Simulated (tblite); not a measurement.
# GFN2-xTB run of CH5OSn (SMILES [CH3][SnH2][O])

Wanted: a structure relaxation of CH5OSn. 

The calculation is run with tblite 0.8.0.

23 further runs of the same task are left out: 23 set aside as unsound or not needed.

## 1. Starting point

CH5OSn has 8 atoms, charge 0, and is taken as a doublet. As SMILES, `[CH3][SnH2][O]`. The shape comes from GFN2-xTB, which is rough for such elements, and wasn't checked as a minimum. The run starts from this shape.

Bond lengths: C1–Sn2 2.290 Å, Sn2–O3 1.787 Å, C1–H4 1.079 Å, C1–H5 1.079 Å, C1–H6 1.078 Å, Sn2–H7 1.687 Å, Sn2–H8 1.687 Å. Some angles: C1–Sn2–O3 100.2°, C1–Sn2–H7 102.4°, C1–Sn2–H8 102.4°, O3–Sn2–H7 119.0°, O3–Sn2–H8 119.0°, Sn2–C1–H4 106.0°, Sn2–C1–H5 106.1°, Sn2–C1–H6 105.1°, H7–Sn2–H8 110.2°, H4–C1–H5 112.4°.

## 2. A structure relaxation at GFN2-xTB

start.xyz reads:

```xyz
8
start geometry
C     -0.926330     0.683420    -0.184210
Sn     0.891700    -0.663320     0.172150
O      0.688720    -1.828250    -1.167830
H     -0.793960     1.106210    -1.167630
H     -1.789970     0.039980    -0.126780
H     -0.890470     1.419230     0.603410
H      0.647640    -1.189980     1.756170
H      2.172670     0.432710     0.114720
```

calc.py reads:

```python
# GFN2-xTB geometry optimisation
import json
import numpy as np
from tblite.interface import Calculator
from tblite.interface import symbols_to_numbers
from scipy.optimize import minimize

symbols = list(map(str, np.loadtxt("start.xyz", skiprows=2, usecols=0, dtype=str, ndmin=1)))
numbers = np.array(symbols_to_numbers(symbols))
positions = np.loadtxt("start.xyz", skiprows=2, usecols=(1, 2, 3), ndmin=2) / 0.529177210903

calculator = Calculator("GFN2-xTB", numbers, positions, charge=0, uhf=1)
calculator.set("verbosity", 0)
calculator.set("accuracy", 0.01)
calculator.add("spin-polarization", 1.0)
last, frames, energies, grads = [None], [], [], []

def fun(x):
    calculator.update(x.reshape(-1, 3))
    last[0] = calculator.singlepoint(last[0])
    return float(last[0].get('energy')), last[0].get('gradient').ravel()

def show(x):
    e, g = fun(x)
    frames.append(x.reshape(-1, 3).tolist())
    energies.append(e)
    grads.append(g.reshape(-1, 3).tolist())
    print(f"{len(energies) - 1:4d} {e:16.9f} {np.abs(g).max():12.3e} {np.linalg.norm(g):12.3e}")

print("step      energy/Eh       max grad     grad norm")
show(positions.ravel())
opt = minimize(fun, positions.ravel(), jac=True, method="BFGS", callback=show, options={"gtol": 3e-05, "maxiter": 500})
print("converged:", opt.success, "-", opt.message)
fun(opt.x)
res = last[0]
final = opt.x.reshape(-1, 3)
print("final geometry (angstrom)")
for s, p in zip(symbols, final * 0.529177210903):
    print(f"{s:<2} {p[0]:12.6f} {p[1]:12.6f} {p[2]:12.6f}")
print(f"Total energy: {res.get('energy') * 2625.4996:.8f} kJ/mol")
eps = np.atleast_2d(res.get("orbital-energies")) * 27.211386
occ = np.atleast_2d(res.get("orbital-occupations"))
filled = occ.sum(axis=0) if eps.shape[0] == 1 else occ[0]
homo = np.nonzero(filled > 0.5)[0].max()
print(f"HOMO {eps[0, homo]:.4f} eV")
if homo + 1 < eps.shape[1]:
    print(f"LUMO {eps[0, homo + 1]:.4f} eV, gap {eps[0, homo + 1] - eps[0, homo]:.4f} eV")
mu = res.get("dipole") * 2.541746
print(f"dipole: {np.linalg.norm(mu):.4f} D, components " + " ".join(f"{c:.4f}" for c in mu))
q = res.get("charges")
print("Charges:", " ".join(f"{s}{i + 1}={c:+.4f}" for i, (s, c) in enumerate(zip(symbols, q))))
out = {k: np.asarray(res.get(k)).tolist() for k in ("energy", "gradient", "charges", "dipole", "orbital-energies", "orbital-occupations")}
out.update(symbols=symbols, positions=(positions * 0.529177210903).tolist(), final=final.tolist(), frames=frames, step_energies=energies, grads=grads, success=bool(opt.success))
json.dump(out, open("results.json", "w"))
```

Command:

```sh
python calc.py
```

Q: Predict the results. Wanted: total energy at the end; dipole moment; HOMO energy; LUMO energy.

**Answer.** As computed:

At GFN2-xTB:

| quantity | value |
| --- | --- |
| total energy at the end | -10.71899 Eh |
| dipole moment | 4.48 D |
| HOMO energy (as the program lists it) | -11.59 eV |
| LUMO energy (as the program lists it) | -5.76 eV |

**Reading.** At the final geometry: Bond lengths: C1–Sn2 2.300 Å, Sn2–O3 1.787 Å, C1–H4 1.078 Å, C1–H5 1.078 Å, C1–H6 1.079 Å, Sn2–H7 1.684 Å, Sn2–H8 1.684 Å. Some angles: C1–Sn2–O3 97.4°, C1–Sn2–H7 103.1°, C1–Sn2–H8 103.1°, O3–Sn2–H7 119.5°, O3–Sn2–H8 119.5°, Sn2–C1–H4 106.3°, Sn2–C1–H5 106.3°, Sn2–C1–H6 104.0°, H7–Sn2–H8 110.2°, H4–C1–H5 112.5°. The optimisation took 37 steps and changed the energy by -0.002 eV. Mulliken charges run from -0.35 on O3 to +0.24 on Sn2.
